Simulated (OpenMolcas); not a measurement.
**triplet GaNH2F2: levels of theory compared**

Aim: a comparison of 6 runs (UHF/3-21G, U-revPBE/cc-pVDZ, UBLYP/cc-pVDZ, UM06-2X/cc-pVDZ, ROMP2/cc-pVDZ, ROCCSD(T)/cc-pVDZ) of triplet GaNH2F2. 

The results are computed with OpenMolcas 26.06.

## Step 1: The system as given

The species is GaNH2F2 (6 atoms), meant as a triplet with charge 0. As SMILES of the parent species, `[NH2][Ga]([F])[F]`. Geometry: relaxed at PBE0-D4/def2-TZVP. That shape belongs to the parent species and isn't relaxed for this state.

Bond lengths: N1–Ga2 1.790 Å, Ga2–F3 1.739 Å, Ga2–F4 1.739 Å, N1–H5 1.006 Å, N1–H6 1.006 Å. Angles: N1–Ga2–F3 122.4°, N1–Ga2–F4 122.4°, F3–Ga2–F4 115.1°, Ga2–N1–H5 121.0°, Ga2–N1–H6 121.0°, H5–N1–H6 112.8°.

## Step 2: A single-point energy at UHF/3-21G (run 1)

The input, coord.xyz:

```xyz
6

N     -0.297500     0.963700    -0.172700
Ga     0.284200    -0.715300     0.042000
F      1.685000    -1.101600     0.997700
F     -0.455300    -2.067700    -0.763400
H      0.025100     1.704800     0.425700
H     -1.199500     1.152100    -0.575400
```

The input, test.input:

```
&gateway
baslib = $CurrDir
coord = coord.xyz
basis = 3-21G
group = NoSym
&seward
&scf
uhf
spin = 3
thresholds = 1e-10 1e-07 1e-07 1e-05
prorbitals = 0
```

The basis set 3-21G is read from a file made from the Basis Set Exchange's data (not shown).

Command:

```sh
$ export MOLCAS_MEM=1860
$ pymolcas test.input > test.log
```

The log of the run:

```text
--- Start Module: gateway ---
[...]
--- Stop Module: gateway /rc=_RC_ALL_IS_WELL_ ---
--- Start Module: seward ---
[...]
      Basis functions           53
--- Stop Module: seward /rc=_RC_ALL_IS_WELL_ ---
--- Start Module: scf ---
[...]
       Convergence after  25 Iterations
[...]
::    Total SCF energy                              -2166.9352409435
[...]
      Total spin, S                                     1.0030350945
[...]
      Total electronic charge=   58.000000
      Total            charge=   -0.000000
[...]
      Dipole Moment (debye):
      Origin of the operator (angstrom)=    0.3058   -0.7576    0.0389
                   X= -1.5521E+00               Y=  7.1879E+00               Z= -2.0575E+00           Total=  7.6359E+00
      Quadrupole Moment (debye*angstrom):
[...]
--- Stop Module: scf /rc=_RC_ALL_IS_WELL_ ---
[...]
```

Run time: 3.3 s. Hardware: 1 thread of Arm Neoverse V1, shared host; peak memory 0.38 GiB.

## Step 3: A single-point energy at U-revPBE/cc-pVDZ (run 2)

The input, job.inp:

```
* F2GaH2N Kohn-Sham DFT
>>> EXPORT MOLCAS_PRINT=2

&GATEWAY
 BASLIB=$CurrDir
 BASISSET
 N.cc-pVDZ....
 N1 -0.297500 0.963700 -0.172700 angstrom
 End of Basis
 BASISSET
 Ga.cc-pVDZ....
 Ga2 0.284200 -0.715300 0.042000 angstrom
 End of Basis
 BASISSET
 F.cc-pVDZ....
 F3 1.685000 -1.101600 0.997700 angstrom
 F4 -0.455300 -2.067700 -0.763400 angstrom
 End of Basis
 BASISSET
 H.cc-pVDZ....
 H5 0.025100 1.704800 0.425700 angstrom
 H6 -1.199500 1.152100 -0.575400 angstrom
 End of Basis

&SEWARD
 GRIDINPUT
 Grid=UltraFine
 End of Grid

&SCF
 UHF
 SPIN=3
 KSDFT=revPBE
 THRESHOLDS=1e-10 1e-07 1e-07 1e-05
 PRORBITALS=1 2
```

The basis set cc-pVDZ is read from a file made from the Basis Set Exchange's data (not shown).

Command:

```sh
$ export MOLCAS_MEM=1860
$ pymolcas job.inp > job.log
```

The log of the run:

```text
--- Start Module: gateway ---
[...]
--- Stop Module: gateway /rc=_RC_ALL_IS_WELL_ ---
--- Start Module: seward ---
[...]
      Basis functions           79
--- Stop Module: seward /rc=_RC_ALL_IS_WELL_ ---
[...]
--- Start Module: scf ---
[...]
       Convergence after  31 Iterations
[...]
::    Total KS-DFT energy                           -2180.1534661285
[...]
      Total spin, S                                     1.0007583270
[...]
      Total electronic charge=   58.000000
      Total            charge=   -0.000000
[...]
      Dipole Moment (debye):
      Origin of the operator (angstrom)=    0.3058   -0.7576    0.0389
                   X= -1.7612E+00               Y=  5.1136E+00               Z= -6.6393E-01           Total=  5.4490E+00
      Quadrupole Moment (debye*angstrom):
[...]
--- Stop Module: scf /rc=_RC_ALL_IS_WELL_ ---
[...]
```

Run time: 60 s. Hardware: 1 thread of Arm Neoverse V1, shared host; peak memory 0.44 GiB.

## Step 4: A single-point energy at UBLYP/cc-pVDZ (run 3)

The input, mol.xyz:

```xyz
6

N     -0.297500     0.963700    -0.172700
Ga     0.284200    -0.715300     0.042000
F      1.685000    -1.101600     0.997700
F     -0.455300    -2.067700    -0.763400
H      0.025100     1.704800     0.425700
H     -1.199500     1.152100    -0.575400
```

The input, test.input:

```
* F2GaH2N Kohn-Sham DFT

&gateway
  baslib=$CurrDir
  coord=mol.xyz
  basis=cc-pVDZ
  group=NoSym

&seward
  gridinput
  Grid=UltraFine
  End of Grid

&scf
  uhf
  spin=3
  ksdft=BLYP
  thresholds=1e-10 1e-07 1e-07 1e-05
  prorbitals=1
```

The basis set cc-pVDZ is read from a file made from the Basis Set Exchange's data (not shown).

Command:

```sh
$ export MOLCAS_MEM=1860
$ pymolcas test.input > test.log
```

The log of the run:

```text
--- Start Module: gateway ---
[...]
--- Stop Module: gateway /rc=_RC_ALL_IS_WELL_ ---
--- Start Module: seward ---
[...]
      Basis functions           79
--- Stop Module: seward /rc=_RC_ALL_IS_WELL_ ---
[...]
--- Start Module: scf ---
[...]
       Convergence after  36 Iterations
[...]
::    Total KS-DFT energy                           -2180.4181788669
[...]
      Total spin, S                                     1.0007724091
[...]
      Total electronic charge=   58.000000
      Total            charge=   -0.000000
[...]
      Dipole Moment (debye):
      Origin of the operator (angstrom)=    0.3058   -0.7576    0.0389
                   X= -1.7456E+00               Y=  4.9129E+00               Z= -5.7287E-01           Total=  5.2452E+00
      Quadrupole Moment (debye*angstrom):
[...]
--- Stop Module: scf /rc=_RC_ALL_IS_WELL_ ---
[...]
```

Run time: 66 s. Hardware: 1 thread of Arm Neoverse V1, shared host; peak memory 0.44 GiB.

Runs 4 to 5 aren't shown in full; the table further down has their settings and results.

## Step 5: The energy at ROCCSD(T)/cc-pVDZ (run 6)

The input, calc.inp:

```
&GATEWAY
  BasLib=$CurrDir
  BasisSet
  N.cc-pVDZ....
  N1 -0.297500 0.963700 -0.172700 angstrom
  End of Basis
  BasisSet
  Ga.cc-pVDZ....
  Ga2 0.284200 -0.715300 0.042000 angstrom
  End of Basis
  BasisSet
  F.cc-pVDZ....
  F3 1.685000 -1.101600 0.997700 angstrom
  F4 -0.455300 -2.067700 -0.763400 angstrom
  End of Basis
  BasisSet
  H.cc-pVDZ....
  H5 0.025100 1.704800 0.425700 angstrom
  H6 -1.199500 1.152100 -0.575400 angstrom
  End of Basis

&SEWARD

&SCF
  UHF
  Spin=3
  Thresholds=1e-10 1e-07 1e-07 1e-05
  PrOrbitals=1 2

&RASSCF
  FileOrb=$Project.UnaOrb
  Spin=3
  Nactel=2 0 0
  Inactive=28
  Ras2=2
  OutOrbitals=Canonical
  OrbListing=NoCore

&MOTRA
  JobIph
  Frozen=12

&CCSDT
  CCT
  Triples=3
  Iterations=80
  Accuracy=1e-08
  Extrapolation=5 4
```

The basis set cc-pVDZ is read from a file made from the Basis Set Exchange's data (not shown).

Command:

```sh
$ export MOLCAS_MEM=1860
$ pymolcas calc.inp > calc.log
```

The log of the run:

```text
--- Start Module: gateway ---
[...]
--- Stop Module: gateway /rc=_RC_ALL_IS_WELL_ ---
[...]
      Basis functions           79
[...]
       Convergence after  26 Iterations
[...]
::    Total SCF energy                              -2177.6463404773
[...]
      Total spin, S                                     1.0040601998
[...]
      Number of active orbitals                  2
[...]
      Spin quantum number                      1.0
[...]
      Active orbitals                            2
[...]
      Number of CSFs                             1
[...]
      Number of root(s) required                 1
[...]
      Convergence after  8 iterations
[...]
      printout of CI-coefficients larger than  0.05 for root  1
      energy=   -2177.640318
      conf/sym  11     Coeff  Weight
             1  uu   1.00000 1.00000
      Natural orbitals and occupation numbers for root  1
      sym 1:   1.000000   1.000000
      ************************************************************************************************************************
      *                                                    Final results                                                     *
[...]
::    RASSCF root number  1 Total energy:  -2177.64031761
[...]
      Total electronic charge=   58.000000
      Total            charge=   -0.000000
[...]
      Dipole Moment (debye):
      Origin of the operator (angstrom)=    0.3058   -0.7576    0.0389
                   X= -1.4064E+00               Y=  7.5132E+00               Z= -2.4120E+00           Total=  8.0152E+00
      Quadrupole Moment (debye*angstrom):
[...]
--- Start Module: motra ---
[...]
      Convergence after                    32  Iterations
      Total energy (diff) :   -2178.26522229       0.00000001
[...]
 METHOD                       : CCSD+T(CCSD)+<T3(1)WT1>+<T3(1)UT2> = CCSD(T)
[...]
       CCSD     =     -2178.2652222869506
[...]
```

Run time: 96 s. Hardware: 1 thread of Arm Neoverse V1, shared host; peak memory 0.44 GiB.

## Step 6: All runs side by side

| run | level | integration grid | frozen core orbitals | energy (Eh) | dipole moment (D) | HOMO energy (eV) | ⟨S²⟩ | wall time |
| --- | --- | --- | --- | --- | --- | --- | --- | --- |
| 1 | UHF/3-21G | – | – | -2166.935241 | 7.64 | -4.57 | 2.009 | 3.3 s |
| 2 | U-revPBE/cc-pVDZ | UltraFine | – | -2180.153466 | 5.45 | -2.45 | 2.002 | 60 s |
| 3 | UBLYP/cc-pVDZ | UltraFine | – | -2180.418179 | 5.25 | -2.42 | 2.002 | 66 s |
| 4 | UM06-2X/cc-pVDZ | UltraFine | – | -2180.282770 | 6.76 | -4.11 | 2.006 | 69 s |
| 5 | ROMP2/cc-pVDZ | – | 12 | -2178.251001 | – | – | – | 12 s |
| 6 | ROCCSD(T)/cc-pVDZ | – | 12 | -2178.278483 | – | – | – | 96 s |

## Step 7: Results

| quantity | value |
| --- | --- |
| run 6: total energy | -2178.27848 Eh |
| run 6: (T) correction | -13.26 mEh |

What this shows: Over runs 1, 2, 3, 4 the dipole moment (its size) runs from 5.25 D (UBLYP/cc-pVDZ) to 7.64 D (UHF/3-21G). The two ends differ in method and basis. Totals of different functionals can't be ranked against each other. All runs together took 5.1 min, the longest 96 s.
